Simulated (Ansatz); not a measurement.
NaLaMnMoO6:

```
CELL_PARAMETERS angstrom
3.79453 -3.84926 -0.00008
3.79453 3.84926 -0.00008
-0.04604 0.00000 8.22029
ATOMIC_POSITIONS crystal
Na 0.50640 0.49360 0.75000
Na 0.49360 0.50640 0.25000
La 0.01239 0.98761 0.75000
La 0.98761 0.01239 0.25000
Mn 0.00000 0.50000 0.50000
Mn 0.50000 0.00000 0.00000
Mo 0.50000 0.00000 0.50000
Mo 0.00000 0.50000 0.00000
O 0.54302 0.05203 0.73247
O 0.45698 0.94797 0.26753
O 0.27994 0.71875 0.54832
O 0.72006 0.28125 0.45168
O 0.79897 0.79494 0.49934
O 0.20103 0.20506 0.50066
O 0.05203 0.54302 0.23247
O 0.94797 0.45698 0.76753
O 0.79494 0.79897 0.99934
O 0.20506 0.20103 0.00066
O 0.28125 0.72006 0.95168
O 0.71875 0.27994 0.04832
```

The cell was built by a generator and needn't be a form met in nature.

| Item | Value |
| --- | --- |
| Program | Ansatz 0.2.0 |
| Task | relaxation of cell and atoms |
| Functional | PBEsol |
| Potentials or basis | Ansatz PAW |
| Cutoff | 420 eV (not typed: the program's choice for these potentials) |
| k mesh | 4 × 4 × 3 |
| Occupations | fermi-dirac, width 0.05 eV |
| Spin | collinear spin, ferromagnetic start |
| Starting moments | [0.0, 0.0, 0.0, 0.0, 4.0, 4.0, 1.0, 1.0, 0.0, 0.0, 0.0, 0.0, 0.0, 0.0, 0.0, 0.0, 0.0, 0.0, 0.0, 0.0] μB |

At the start: volume 12.01 Å³/atom.

How do energy, volume and symmetry change on relaxing?

It ends after 16 steps and the volume is 11.17 Å³/atom (-7.0 %); space group C2/c (No. 15, to 0.05 Å); moment 3.13 μB per cell.

Step by step:
| step | energy change (eV) | largest force (eV/Å) | volume (Å³) |
| --- | --- | --- | --- |
| 1 | 0.0000 | 0.2010 | 240.13 |
| 2 | -0.2105 | 0.3471 | 231.08 |
| 3 | -0.2464 | 0.1617 | 230.50 |
| 4 | -0.2565 | 0.0642 | 230.12 |
| 5 | -0.2609 | 0.0563 | 229.95 |
| 6 | -0.2792 | 0.1399 | 229.20 |
| 7 | -0.3910 | 0.2842 | 226.70 |
| 8 | -0.4719 | 0.1910 | 225.02 |
| 9 | -0.5038 | 0.0310 | 223.55 |
| 10 | -0.5048 | 0.0052 | 223.80 |
| 11 | -0.5049 | 0.0058 | 223.80 |
| 12 | -0.4691 | 0.0060 | 223.80 |
| 13 | -0.4725 | 0.0101 | 223.01 |
| 14 | -0.4710 | 0.0300 | 223.43 |
| 15 | -0.4713 | 0.0044 | 223.42 |
| 16 | -0.4697 | 0.0044 | 223.42 |

Final structure:
```
CELL_PARAMETERS angstrom
3.79655 -3.84307 0.00884
3.79655 3.84307 0.00884
-0.02675 0.00000 7.65618
ATOMIC_POSITIONS crystal
Na 0.50346 0.49654 0.75000
Na 0.49654 0.50346 0.25000
La 0.00450 0.99550 0.75000
La 0.99550 0.00450 0.25000
Mn 0.00000 0.50000 0.50000
Mn 0.50000 0.00000 0.00000
Mo 0.50000 0.00000 0.50000
Mo 0.00000 0.50000 0.00000
O 0.53430 0.04128 0.75235
O 0.46570 0.95872 0.24765
O 0.26122 0.73344 0.53908
O 0.73878 0.26656 0.46092
O 0.78311 0.77587 0.49983
O 0.21689 0.22413 0.50017
O 0.04128 0.53430 0.25235
O 0.95872 0.46570 0.74765
O 0.77587 0.78311 0.99983
O 0.22413 0.21689 0.00017
O 0.26656 0.73878 0.96092
O 0.73344 0.26122 0.03908
```

Caveat: the plane-wave basis is chosen anew once the cell has moved, so the energies of steps on either side of that aren't comparable; the pressure holds a Pulay correction of +0.7 GPa for the finite cutoff; only a ferromagnetic start was run, and an antiferromagnetic order may lie lower in energy; the PAW data sets come from PBE, with cores solved anew for the run's functional, which leaves a small shift of forces and pressure; the starting moments weren't kept.
